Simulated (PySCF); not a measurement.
# HBr: NMR shieldings, spin-spin couplings, relativistic core levels

Aim: compute the NMR shieldings, spin-spin couplings, relativistic core levels of HBr (`Br`).

Computed with PySCF 2.14.0 and routines of our own; the level stands in each step. Atoms count from 0.

## 1. The starting structure

2 atoms, charge 0, multiplicity 1; geometry from: GFN2-xTB.

## 2. Geometry optimisation at PBE0-D3(BJ)/def2-SVP

What the job is given:

```
{"job": {"xc": "PBE0", "basis": "def2-SVP", "d3": "d3bj", "grid": 1, "maxiter": 30, "shake": 0.01, "kind": "geom"}, "charge": 0, "multiplicity": 1}
Br     0.722500    -0.028300     0.001160
H     -0.705010    -0.000520    -0.013280
```

On the command line:

```bash
$ OMP_NUM_THREADS=1 python heavy_run.py task.json out
```

This one command runs all jobs of the session in turn.

What it wrote:

```text
step   0  E = -2574.14484634  max force = 0.002921
step   1  E = -2574.14486057  max force = 0.000929
step   2  E = -2574.14486218  max force = 0.000016
optimisation converged
```

It took 1.4 s on 1 thread of Arm Neoverse V1, shared host; peak memory 0.25 GiB.

Step by step:

```tsv
step	energy from step 0 (eV)	largest force component (eV/Å)
0	0.0000	0.1502
1	-0.0004	0.0478
2	-0.0004	0.0008
```

The bond:

```tsv
bond	before (Å)	after (Å)	change (Å)
Br0–H1	1.428	1.422	-0.006
```

The end geometry stands in the next job.

```tsv
at the end point	value
point group (found at 0.08 Å tolerance)	Cinfv
rotational constants (GHz, main isotopes)	251.1, 251.1
dipole moment (D)	1.08
```

## 3. NMR shieldings: PBE0/pcJ-1 Br:dyall-v2z, spin–orbit

What the job is given:

```
{"job": {"kind": "hnmr", "xc": "PBE0", "basis": {"default": "pcJ-1", "Br": "dyall-v2z"}, "rel": "so"}, "charge": 0, "multiplicity": 1}
Br     0.719639    -0.028146     0.001078
H     -0.702149    -0.000674    -0.013198
```

With the program's defaults for keys left out, this is: PBE0/pcJ-1 Br:dyall-v2z GIAO NMR shielding, X2C with spin-orbit coupling, screened-nuclear two-electron part, Gaussian nuclei, gas phase.

What it wrote:

```text
spin-free SCF
coarse grid: 9808 points
cycle   1  E = -2606.6034609654  dE = -1.095e-01  |g| = 2.468e-01  |ddm| = 9.353e-01
cycle   2  E = -2606.6072174391  dE = -3.756e-03  |g| = 1.429e-01  |ddm| = 3.653e-01
cycle   3  E = -2606.6127665920  dE = -5.549e-03  |g| = 6.464e-02  |ddm| = 2.026e-01
cycle   4  E = -2606.6132746594  dE = -5.081e-04  |g| = 1.446e-02  |ddm| = 3.534e-02
cycle   5  E = -2606.6132925358  dE = -1.788e-05  |g| = 1.165e-03  |ddm| = 7.390e-03
cycle   6  E = -2606.6132927552  dE = -2.195e-07  |g| = 3.747e-04  |ddm| = 1.221e-03
final grid: 18448 points
cycle   7  E = -2606.6134406200  dE = -6.699e-08  |g| = 6.923e-04  |ddm| = 4.810e-04
cycle   8  E = -2606.6134406217  dE = -1.713e-09  |g| = 4.697e-04  |ddm| = 3.469e-04
cycle   9  E = -2606.6134406309  dE = -9.240e-09  |g| = 1.252e-04  |ddm| = 1.809e-04
cycle  10  E = -2606.6134406314  dE = -4.857e-10  |g| = 1.094e-05  |ddm| = 2.630e-05
converged SCF energy = -2606.6134406314
two-component SCF
cycle   1  E = -2606.5466264595  dE = -2.607e+03  |FDS-SDF| = 2.194e+01
cycle   2  E = -2606.6913191667  dE = -1.447e-01  |FDS-SDF| = 9.649e-02
cycle   3  E = -2606.6914368667  dE = -1.177e-04  |FDS-SDF| = 3.699e-03
cycle   4  E = -2606.6914426452  dE = -5.778e-06  |FDS-SDF| = 1.712e-03
cycle   5  E = -2606.6914432250  dE = -5.799e-07  |FDS-SDF| = 7.269e-04
cycle   6  E = -2606.6914434386  dE = -2.136e-07  |FDS-SDF| = 8.837e-05
cycle   7  E = -2606.6914434451  dE = -6.537e-09  |FDS-SDF| = 1.872e-05
converged, E = -2606.6914434451

Field gradients (au) and densities at the nuclei (bohr^-3)
atom        Vxx        Vyy        Vzz        centre      nuclear mean
  0 Br    -3.9925    -3.9925     7.9850      40817.082      40757.329
  1 H     -0.1139    -0.1139     0.2278          0.386          0.386
without picture change
  0 Br                           8.2519                     66240.195

Core orbital energies (eV)
atom   shell        mean    spread
  0 Br 1s       -13364.806   0.000
  0 Br 2s        -1754.134   0.000
  0 Br 3s         -247.148   0.000
  0 Br 4s          -22.299   0.000
  0 Br 2p1/2     -1577.756   0.000
  0 Br 2p3/2     -1530.405   0.068
  0 Br 3p1/2      -185.445   0.000
  0 Br 3p3/2      -178.502   0.236
  0 Br 3d3/2       -71.519   0.265
  0 Br 3d5/2       -70.427   0.357

Shielding tensors (ppm)
atom      isotropic    diamagn.    paramagn.     s11        s22        s33       span
  0 Br     2892.02     2986.16      -94.14    2641.72    2641.72    3392.60     750.88
  1 H        35.92       28.34        7.58      29.98      29.98      47.80      17.82
```

It took 7.2 s on 1 thread of Arm Neoverse V1, shared host; peak memory 0.45 GiB.

Key values:

```tsv
quantity	value
energy from spin-orbit coupling	-0.0780 Eh
```

## 4. Spin-spin couplings: PBE0/pcJ-1 Br:dyall-v2z, spin–orbit

What the job is given:

```
{"job": {"kind": "hj", "xc": "PBE0", "basis": {"default": "pcJ-1", "Br": "dyall-v2z"}, "rel": "so", "atoms": [0]}, "charge": 0, "multiplicity": 1}
Br     0.719639    -0.028146     0.001078
H     -0.702149    -0.000674    -0.013198
```

Method: PBE0/pcJ-1 Br:dyall-v2z indirect spin-spin coupling, X2C with spin-orbit coupling, screened-nuclear two-electron part, Gaussian nuclei, gas phase.

What it wrote:

```text
spin-free SCF
coarse grid: 9808 points
cycle   1  E = -2606.6034609654  dE = -1.095e-01  |g| = 2.468e-01  |ddm| = 9.353e-01
cycle   2  E = -2606.6072174391  dE = -3.756e-03  |g| = 1.429e-01  |ddm| = 3.653e-01
cycle   3  E = -2606.6127665920  dE = -5.549e-03  |g| = 6.464e-02  |ddm| = 2.026e-01
cycle   4  E = -2606.6132746594  dE = -5.081e-04  |g| = 1.446e-02  |ddm| = 3.534e-02
cycle   5  E = -2606.6132925358  dE = -1.788e-05  |g| = 1.165e-03  |ddm| = 7.390e-03
cycle   6  E = -2606.6132927552  dE = -2.195e-07  |g| = 3.747e-04  |ddm| = 1.221e-03
final grid: 18448 points
cycle   7  E = -2606.6134406200  dE = -6.699e-08  |g| = 6.923e-04  |ddm| = 4.810e-04
cycle   8  E = -2606.6134406217  dE = -1.713e-09  |g| = 4.697e-04  |ddm| = 3.469e-04
cycle   9  E = -2606.6134406309  dE = -9.240e-09  |g| = 1.252e-04  |ddm| = 1.809e-04
cycle  10  E = -2606.6134406314  dE = -4.857e-10  |g| = 1.094e-05  |ddm| = 2.630e-05
converged SCF energy = -2606.6134406314
two-component SCF
cycle   1  E = -2606.5466264595  dE = -2.607e+03  |FDS-SDF| = 2.194e+01
cycle   2  E = -2606.6913191667  dE = -1.447e-01  |FDS-SDF| = 9.649e-02
cycle   3  E = -2606.6914368667  dE = -1.177e-04  |FDS-SDF| = 3.699e-03
cycle   4  E = -2606.6914426452  dE = -5.778e-06  |FDS-SDF| = 1.712e-03
cycle   5  E = -2606.6914432250  dE = -5.799e-07  |FDS-SDF| = 7.269e-04
cycle   6  E = -2606.6914434386  dE = -2.136e-07  |FDS-SDF| = 8.837e-05
cycle   7  E = -2606.6914434451  dE = -6.537e-09  |FDS-SDF| = 1.872e-05
converged, E = -2606.6914434451

Indirect spin-spin couplings
  i        j     bonds      J/Hz   K/1e19 T2/J   anisotropy/Hz
  0  79Br   1   1H    1      -87.69      -29.04       442.5
```

It took 5.6 s on 1 thread of Arm Neoverse V1, shared host; peak memory 0.45 GiB.

Key values:

```tsv
quantity	value
energy from spin-orbit coupling	-0.0780 Eh
```

## 5. Relativistic core levels: PBE0/pcJ-1 Br:dyall-v2z, spin–orbit

What the job is given:

```
{"job": {"kind": "hxps", "xc": "PBE0", "basis": {"default": "pcJ-1", "Br": "dyall-v2z"}, "rel": "so", "holes": [[0, "3d"]]}, "charge": 0, "multiplicity": 1}
Br     0.719639    -0.028146     0.001078
H     -0.702149    -0.000674    -0.013198
```

Level: PBE0/pcJ-1 Br:dyall-v2z core ionisation, delta-SCF with one localised hole, X2C with spin-orbit coupling, screened-nuclear two-electron part, Gaussian nuclei, gas phase.

What it wrote:

```text
spin-free SCF
coarse grid: 9808 points
cycle   1  E = -2606.6034609654  dE = -1.095e-01  |g| = 2.468e-01  |ddm| = 9.353e-01
cycle   2  E = -2606.6072174391  dE = -3.756e-03  |g| = 1.429e-01  |ddm| = 3.653e-01
cycle   3  E = -2606.6127665920  dE = -5.549e-03  |g| = 6.464e-02  |ddm| = 2.026e-01
cycle   4  E = -2606.6132746594  dE = -5.081e-04  |g| = 1.446e-02  |ddm| = 3.534e-02
cycle   5  E = -2606.6132925358  dE = -1.788e-05  |g| = 1.165e-03  |ddm| = 7.390e-03
cycle   6  E = -2606.6132927552  dE = -2.195e-07  |g| = 3.747e-04  |ddm| = 1.221e-03
final grid: 18448 points
cycle   7  E = -2606.6134406200  dE = -6.699e-08  |g| = 6.923e-04  |ddm| = 4.810e-04
cycle   8  E = -2606.6134406217  dE = -1.713e-09  |g| = 4.697e-04  |ddm| = 3.469e-04
cycle   9  E = -2606.6134406309  dE = -9.240e-09  |g| = 1.252e-04  |ddm| = 1.809e-04
cycle  10  E = -2606.6134406314  dE = -4.857e-10  |g| = 1.094e-05  |ddm| = 2.630e-05
converged SCF energy = -2606.6134406314
two-component SCF
cycle   1  E = -2606.5466264595  dE = -2.607e+03  |FDS-SDF| = 2.194e+01
cycle   2  E = -2606.6913191667  dE = -1.447e-01  |FDS-SDF| = 9.649e-02
cycle   3  E = -2606.6914368667  dE = -1.177e-04  |FDS-SDF| = 3.699e-03
cycle   4  E = -2606.6914426452  dE = -5.778e-06  |FDS-SDF| = 1.712e-03
cycle   5  E = -2606.6914432250  dE = -5.799e-07  |FDS-SDF| = 7.269e-04
cycle   6  E = -2606.6914434386  dE = -2.136e-07  |FDS-SDF| = 8.837e-05
cycle   7  E = -2606.6914434451  dE = -6.537e-09  |FDS-SDF| = 1.872e-05
converged, E = -2606.6914434451

Field gradients (au) and densities at the nuclei (bohr^-3)
atom        Vxx        Vyy        Vzz        centre      nuclear mean
  0 Br    -3.9925    -3.9925     7.9850      40817.082      40757.329
  1 H     -0.1139    -0.1139     0.2278          0.386          0.386
without picture change
  0 Br                           8.2519                     66240.195

Core orbital energies (eV)
atom   shell        mean    spread
  0 Br 1s       -13364.806   0.000
  0 Br 2s        -1754.134   0.000
  0 Br 3s         -247.148   0.000
  0 Br 4s          -22.299   0.000
  0 Br 2p1/2     -1577.756   0.000
  0 Br 2p3/2     -1530.405   0.068
  0 Br 3p1/2      -185.445   0.000
  0 Br 3p3/2      -178.502   0.236
  0 Br 3d3/2       -71.519   0.265
  0 Br 3d5/2       -70.427   0.357

hole in 3d5/2 of atom 0
cycle   1  E = -2603.5291501670  dE = -2.604e+03  |FDS-SDF| = 2.187e+00
cycle   2  E = -2603.6652288747  dE = -1.361e-01  |FDS-SDF| = 2.115e+00
cycle   3  E = -2603.8602953726  dE = -1.951e-01  |FDS-SDF| = 1.258e-01
cycle   4  E = -2603.8621107105  dE = -1.815e-03  |FDS-SDF| = 1.294e-02
cycle   5  E = -2603.8621367379  dE = -2.603e-05  |FDS-SDF| = 2.116e-03
cycle   6  E = -2603.8621375963  dE = -8.584e-07  |FDS-SDF| = 6.795e-04
cycle   7  E = -2603.8621377564  dE = -1.601e-07  |FDS-SDF| = 1.990e-04
cycle   8  E = -2603.8621377927  dE = -3.636e-08  |FDS-SDF| = 5.682e-05
converged, E = -2603.8621377927

Core binding energies (eV)
atom   line    delta-SCF   -orbital   splitting
  0 Br 3d5/2      76.912      70.43     1.092
```

Run time: 4 s. Hardware: 1 thread of Arm Neoverse V1, shared host; peak memory 0.45 GiB.

From this job:

```tsv
quantity	value
energy from spin-orbit coupling	-0.0780 Eh
```

## 6. NMR shieldings: PBE0/pcJ-1 Br:dyall-v2z, non-relativistic

What the job is given:

```
{"job": {"kind": "hnmr", "xc": "PBE0", "basis": {"default": "pcJ-1", "Br": "dyall-v2z"}, "rel": "nr"}, "charge": 0, "multiplicity": 1}
Br     0.719639    -0.028146     0.001078
H     -0.702149    -0.000674    -0.013198
```

With the program's defaults for keys left out, this is: PBE0/pcJ-1 Br:dyall-v2z GIAO NMR shielding, non-relativistic, Gaussian nuclei, gas phase.

What it wrote:

```text
non-relativistic SCF
coarse grid: 9808 points
cycle   1  E = -2574.4349329195  dE = -2.142e+01  |g| = 2.202e+00  |ddm| = 1.078e+00
cycle   2  E = -2574.4486761773  dE = -1.374e-02  |g| = 8.188e-01  |ddm| = 3.058e-01
cycle   3  E = -2574.4631854508  dE = -1.451e-02  |g| = 3.493e-01  |ddm| = 1.917e-01
cycle   4  E = -2574.4671974452  dE = -4.012e-03  |g| = 2.547e-02  |ddm| = 8.160e-02
cycle   5  E = -2574.4672571562  dE = -5.971e-05  |g| = 6.082e-03  |ddm| = 2.474e-02
cycle   6  E = -2574.4672664206  dE = -9.264e-06  |g| = 7.554e-04  |ddm| = 6.404e-03
final grid: 18448 points
cycle   7  E = -2574.4672634310  dE = -5.436e-08  |g| = 6.799e-04  |ddm| = 1.086e-03
cycle   8  E = -2574.4672634547  dE = -2.367e-08  |g| = 6.536e-04  |ddm| = 7.597e-04
cycle   9  E = -2574.4672634967  dE = -4.205e-08  |g| = 3.930e-05  |ddm| = 2.932e-04
cycle  10  E = -2574.4672634970  dE = -2.938e-10  |g| = 3.639e-06  |ddm| = 3.211e-05
converged SCF energy = -2574.4672634970
check of the scalar solution
cycle   1  E = -2574.4672634970  dE = -2.574e+03  |FDS-SDF| = 3.639e-06
cycle   2  E = -2574.4672634970  dE = -2.274e-12  |FDS-SDF| = 3.960e-06
converged, E = -2574.4672634970

Field gradients (au) and densities at the nuclei (bohr^-3)
atom        Vxx        Vyy        Vzz        centre      nuclear mean
  0 Br    -3.7364    -3.7364     7.4728      29275.331      29251.504
  1 H     -0.1161    -0.1161     0.2321          0.388          0.388

Core orbital energies (eV)
atom   shell        mean    spread
  0 Br 1s       -13148.464   0.000
  0 Br 2s        -1703.967   0.000
  0 Br 3s         -238.790   0.000
  0 Br 4s          -21.629   0.000
  0 Br 2p        -1534.425   0.101
  0 Br 3p         -179.023   0.355
  0 Br 3d          -72.546   0.395

Shielding tensors (ppm)
atom      isotropic    diamagn.    paramagn.     s11        s22        s33       span
  0 Br     2575.14     3122.12     -546.98    2299.35    2299.35    3126.70     827.35
  1 H        30.82       28.36        2.46      22.07      22.07      48.31      26.24
```

It took 1.9 s on 1 thread of Arm Neoverse V1, shared host; peak memory 0.45 GiB.

## 7. Spin-spin couplings: PBE0/pcJ-1 Br:dyall-v2z, non-relativistic

What the job is given:

```
{"job": {"kind": "hj", "xc": "PBE0", "basis": {"default": "pcJ-1", "Br": "dyall-v2z"}, "rel": "nr", "atoms": [0]}, "charge": 0, "multiplicity": 1}
Br     0.719639    -0.028146     0.001078
H     -0.702149    -0.000674    -0.013198
```

With the program's defaults for keys left out, this is: PBE0/pcJ-1 Br:dyall-v2z indirect spin-spin coupling, non-relativistic, Gaussian nuclei, gas phase.

What it wrote:

```text
non-relativistic SCF
coarse grid: 9808 points
cycle   1  E = -2574.4349329195  dE = -2.142e+01  |g| = 2.202e+00  |ddm| = 1.078e+00
cycle   2  E = -2574.4486761773  dE = -1.374e-02  |g| = 8.188e-01  |ddm| = 3.058e-01
cycle   3  E = -2574.4631854508  dE = -1.451e-02  |g| = 3.493e-01  |ddm| = 1.917e-01
cycle   4  E = -2574.4671974452  dE = -4.012e-03  |g| = 2.547e-02  |ddm| = 8.160e-02
cycle   5  E = -2574.4672571562  dE = -5.971e-05  |g| = 6.082e-03  |ddm| = 2.474e-02
cycle   6  E = -2574.4672664206  dE = -9.264e-06  |g| = 7.554e-04  |ddm| = 6.404e-03
final grid: 18448 points
cycle   7  E = -2574.4672634310  dE = -5.436e-08  |g| = 6.799e-04  |ddm| = 1.086e-03
cycle   8  E = -2574.4672634547  dE = -2.367e-08  |g| = 6.536e-04  |ddm| = 7.597e-04
cycle   9  E = -2574.4672634967  dE = -4.205e-08  |g| = 3.930e-05  |ddm| = 2.932e-04
cycle  10  E = -2574.4672634970  dE = -2.938e-10  |g| = 3.639e-06  |ddm| = 3.211e-05
converged SCF energy = -2574.4672634970
two-component SCF
cycle   1  E = -2574.4672634970  dE = -2.574e+03  |FDS-SDF| = 3.639e-06
cycle   2  E = -2574.4672634970  dE = -2.274e-12  |FDS-SDF| = 3.960e-06
converged, E = -2574.4672634970

Indirect spin-spin couplings
  i        j     bonds      J/Hz   K/1e19 T2/J   anisotropy/Hz
  0  79Br   1   1H    1      -50.95      -16.87       454.1
```

It took 3.8 s on 1 thread of Arm Neoverse V1, shared host; peak memory 0.45 GiB.

## 8. NMR shieldings: PBE0/pcJ-1 Br:dyall-v2z, spin-free

What the job is given:

```
{"job": {"kind": "hnmr", "xc": "PBE0", "basis": {"default": "pcJ-1", "Br": "dyall-v2z"}, "rel": "sf"}, "charge": 0, "multiplicity": 1}
Br     0.719639    -0.028146     0.001078
H     -0.702149    -0.000674    -0.013198
```

Method: PBE0/pcJ-1 Br:dyall-v2z GIAO NMR shielding, spin-free X2C, Gaussian nuclei, gas phase.

What it wrote:

```text
spin-free SCF
coarse grid: 9808 points
cycle   1  E = -2606.6034609654  dE = -1.095e-01  |g| = 2.468e-01  |ddm| = 9.353e-01
cycle   2  E = -2606.6072174391  dE = -3.756e-03  |g| = 1.429e-01  |ddm| = 3.653e-01
cycle   3  E = -2606.6127665920  dE = -5.549e-03  |g| = 6.464e-02  |ddm| = 2.026e-01
cycle   4  E = -2606.6132746594  dE = -5.081e-04  |g| = 1.446e-02  |ddm| = 3.534e-02
cycle   5  E = -2606.6132925358  dE = -1.788e-05  |g| = 1.165e-03  |ddm| = 7.390e-03
cycle   6  E = -2606.6132927552  dE = -2.195e-07  |g| = 3.747e-04  |ddm| = 1.221e-03
final grid: 18448 points
cycle   7  E = -2606.6134406200  dE = -6.699e-08  |g| = 6.923e-04  |ddm| = 4.810e-04
cycle   8  E = -2606.6134406217  dE = -1.713e-09  |g| = 4.697e-04  |ddm| = 3.469e-04
cycle   9  E = -2606.6134406309  dE = -9.240e-09  |g| = 1.252e-04  |ddm| = 1.809e-04
cycle  10  E = -2606.6134406314  dE = -4.857e-10  |g| = 1.094e-05  |ddm| = 2.630e-05
converged SCF energy = -2606.6134406314
check of the scalar solution
cycle   1  E = -2606.6134406314  dE = -2.607e+03  |FDS-SDF| = 1.094e-05
cycle   2  E = -2606.6134406314  dE = -2.274e-11  |FDS-SDF| = 7.795e-06
converged, E = -2606.6134406314

Field gradients (au) and densities at the nuclei (bohr^-3)
atom        Vxx        Vyy        Vzz        centre      nuclear mean
  0 Br    -3.9966    -3.9966     7.9931      40813.556      40753.804
  1 H     -0.1139    -0.1139     0.2277          0.386          0.386
without picture change
  0 Br                           8.2637                     66240.744

Core orbital energies (eV)
atom   shell        mean    spread
  0 Br 1s       -13364.982   0.000
  0 Br 2s        -1754.170   0.000
  0 Br 3s         -247.157   0.000
  0 Br 4s          -22.299   0.000
  0 Br 2p        -1545.927   0.102
  0 Br 3p         -180.778   0.359
  0 Br 3d          -70.867   0.405

Shielding tensors (ppm)
atom      isotropic    diamagn.    paramagn.     s11        s22        s33       span
  0 Br     2581.88     3136.04     -554.16    2284.35    2284.35    3176.93     892.57
  1 H        30.85       28.22        2.63      22.23      22.23      48.07      25.84
```

It took 2.2 s on 1 thread of Arm Neoverse V1, shared host; peak memory 0.45 GiB.

## 9. NMR shieldings: PBE0/pcJ-1 Br:dyall-v2z, spin-free

What the job is given:

```
{"job": {"kind": "hnmr", "xc": "PBE0", "basis": {"default": "pcJ-1", "Br": "dyall-v2z"}, "rel": "sf", "two": true}, "charge": 0, "multiplicity": 1}
Br     0.719639    -0.028146     0.001078
H     -0.702149    -0.000674    -0.013198
```

With the program's defaults for keys left out, this is: PBE0/pcJ-1 Br:dyall-v2z GIAO NMR shielding, X2C without spin-orbit coupling but with the spin-dependent field terms, Gaussian nuclei, gas phase.

What it wrote:

```text
spin-free SCF
coarse grid: 9808 points
cycle   1  E = -2606.6034609654  dE = -1.095e-01  |g| = 2.468e-01  |ddm| = 9.353e-01
cycle   2  E = -2606.6072174391  dE = -3.756e-03  |g| = 1.429e-01  |ddm| = 3.653e-01
cycle   3  E = -2606.6127665920  dE = -5.549e-03  |g| = 6.464e-02  |ddm| = 2.026e-01
cycle   4  E = -2606.6132746594  dE = -5.081e-04  |g| = 1.446e-02  |ddm| = 3.534e-02
cycle   5  E = -2606.6132925358  dE = -1.788e-05  |g| = 1.165e-03  |ddm| = 7.390e-03
cycle   6  E = -2606.6132927552  dE = -2.195e-07  |g| = 3.747e-04  |ddm| = 1.221e-03
final grid: 18448 points
cycle   7  E = -2606.6134406200  dE = -6.699e-08  |g| = 6.923e-04  |ddm| = 4.810e-04
cycle   8  E = -2606.6134406217  dE = -1.713e-09  |g| = 4.697e-04  |ddm| = 3.469e-04
cycle   9  E = -2606.6134406309  dE = -9.240e-09  |g| = 1.252e-04  |ddm| = 1.809e-04
cycle  10  E = -2606.6134406314  dE = -4.857e-10  |g| = 1.094e-05  |ddm| = 2.630e-05
converged SCF energy = -2606.6134406314
two-component SCF
cycle   1  E = -2606.6134406315  dE = -2.607e+03  |FDS-SDF| = 1.094e-05
cycle   2  E = -2606.6134406315  dE = -1.637e-11  |FDS-SDF| = 7.795e-06
converged, E = -2606.6134406315

Field gradients (au) and densities at the nuclei (bohr^-3)
atom        Vxx        Vyy        Vzz        centre      nuclear mean
  0 Br    -3.9966    -3.9966     7.9931      40813.556      40753.804
  1 H     -0.1139    -0.1139     0.2277          0.386          0.386
without picture change
  0 Br                           8.2637                     66240.744

Core orbital energies (eV)
atom   shell        mean    spread
  0 Br 1s       -13364.982   0.000
  0 Br 2s        -1754.170   0.000
  0 Br 3s         -247.157   0.000
  0 Br 4s          -22.299   0.000
  0 Br 2p1/2     -1545.996   0.000
  0 Br 2p3/2     -1545.893   0.000
  0 Br 3p1/2      -181.017   0.000
  0 Br 3p3/2      -180.658   0.000
  0 Br 3d3/2       -71.018   0.115
  0 Br 3d5/2       -70.767   0.291

Shielding tensors (ppm)
atom      isotropic    diamagn.    paramagn.     s11        s22        s33       span
  0 Br     2845.20     2983.39     -138.19    2547.98    2547.98    3439.63     891.66
  1 H        30.86       28.22        2.64      22.26      22.26      48.07      25.81
```

Wall time 5.6 s (1 thread of Arm Neoverse V1, shared host); peak memory 0.46 GiB.

## 10. Spin-spin couplings: PBE0/pcJ-1 Br:dyall-v2z, spin-free

What the job is given:

```
{"job": {"kind": "hj", "xc": "PBE0", "basis": {"default": "pcJ-1", "Br": "dyall-v2z"}, "rel": "sf", "atoms": [0]}, "charge": 0, "multiplicity": 1}
Br     0.719639    -0.028146     0.001078
H     -0.702149    -0.000674    -0.013198
```

Method: PBE0/pcJ-1 Br:dyall-v2z indirect spin-spin coupling, X2C without spin-orbit coupling, Gaussian nuclei, gas phase.

What it wrote:

```text
spin-free SCF
coarse grid: 9808 points
cycle   1  E = -2606.6034609654  dE = -1.095e-01  |g| = 2.468e-01  |ddm| = 9.353e-01
cycle   2  E = -2606.6072174391  dE = -3.756e-03  |g| = 1.429e-01  |ddm| = 3.653e-01
cycle   3  E = -2606.6127665920  dE = -5.549e-03  |g| = 6.464e-02  |ddm| = 2.026e-01
cycle   4  E = -2606.6132746594  dE = -5.081e-04  |g| = 1.446e-02  |ddm| = 3.534e-02
cycle   5  E = -2606.6132925358  dE = -1.788e-05  |g| = 1.165e-03  |ddm| = 7.390e-03
cycle   6  E = -2606.6132927552  dE = -2.195e-07  |g| = 3.747e-04  |ddm| = 1.221e-03
final grid: 18448 points
cycle   7  E = -2606.6134406200  dE = -6.699e-08  |g| = 6.923e-04  |ddm| = 4.810e-04
cycle   8  E = -2606.6134406217  dE = -1.713e-09  |g| = 4.697e-04  |ddm| = 3.469e-04
cycle   9  E = -2606.6134406309  dE = -9.240e-09  |g| = 1.252e-04  |ddm| = 1.809e-04
cycle  10  E = -2606.6134406314  dE = -4.857e-10  |g| = 1.094e-05  |ddm| = 2.630e-05
converged SCF energy = -2606.6134406314
two-component SCF
cycle   1  E = -2606.6134406315  dE = -2.607e+03  |FDS-SDF| = 1.094e-05
cycle   2  E = -2606.6134406315  dE = -1.637e-11  |FDS-SDF| = 7.795e-06
converged, E = -2606.6134406315

Indirect spin-spin couplings
  i        j     bonds      J/Hz   K/1e19 T2/J   anisotropy/Hz
  0  79Br   1   1H    1     -112.82      -37.36       496.2
```

Wall time 4.8 s (1 thread of Arm Neoverse V1, shared host); peak memory 0.46 GiB.

[end of part 1 of 2]
